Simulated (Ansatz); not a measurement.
# LiW3N3: the cost of one run

Method: DFT PBE, scalar-relativistic, plane waves, PAW, in Ansatz 0.2.0.

1 further run of the same task is left out (set aside as unsound or not needed).

## (1) The starting structure

The structure is cubic, space group Pm-3m (No. 221). The conventional cell has a = 4.173 Å, b = 4.173 Å, c = 4.173 Å, α = 90.00°, β = 90.00°, γ = 90.00°. Li (site symmetry m-3m) has 6 N at 2.09 Å as nearest neighbours. Around W (site symmetry 4/mmm) lie 4 N at 2.09 Å. N (site symmetry 4/mmm) is surrounded by 2 Li at 2.09 Å and 4 W at 2.09 Å.

Coordinates:

```
Li W N
1.0
     4.17281    0.00000    0.00000
     0.00000    4.17281    0.00000
     0.00000    0.00000    4.17281
Li W N
1 3 3
Direct
  0.00000 0.00000 0.00000
  0.00000 0.50000 0.50000
  0.50000 0.00000 0.50000
  0.50000 0.50000 0.00000
  0.50000 0.00000 0.00000
  0.00000 0.50000 0.00000
  0.00000 0.00000 0.50000
```

The start is the relaxed end of an invented cell (made as: random cell by space group and Wyckoff sites (Pm-3m, No. 221)), taken up again for a closer look.

## (2) Probe: one point on a coarse mesh

input.yaml

```yaml
crystal:
  lattice:
    - [4.1728127, 0.0, 0.0]
    - [0.0, 4.1728127, 0.0]
    - [0.0, 0.0, 4.1728127]
  atoms:
    - { symbol: Li, position: [0.0, 0.0, 0.0] }
    - { symbol: W, position: [0.0, 0.5, 0.5] }
    - { symbol: W, position: [0.5, 0.0, 0.5] }
    - { symbol: W, position: [0.5, 0.5, 0.0] }
    - { symbol: "N", position: [0.5, 0.0, 0.0] }
    - { symbol: "N", position: [0.0, 0.5, 0.0] }
    - { symbol: "N", position: [0.0, 0.0, 0.5] }
basis:
  ecutwfc: 420
kpoints:
  mp_grid: { grid: [4, 4, 4] }
hamiltonian:
  xc: pbe
scf:
  occupations: { method: gaussian, width: 0.1 }
  lower_state_search: "off"
output:
  forces: true
  stress: true
  eigenvalues: true
```

Launch:

```bash
$ ansatz run input.yaml --threads 4 --pin off --max-ram 8192MiB --backend cpu --events-out ev --progress --plain --runs-dir out
```

What time and memory should one allow on 4 threads of Arm Neoverse V1, shared host?

About 1.1 s, with a peak of 0.36 GiB.
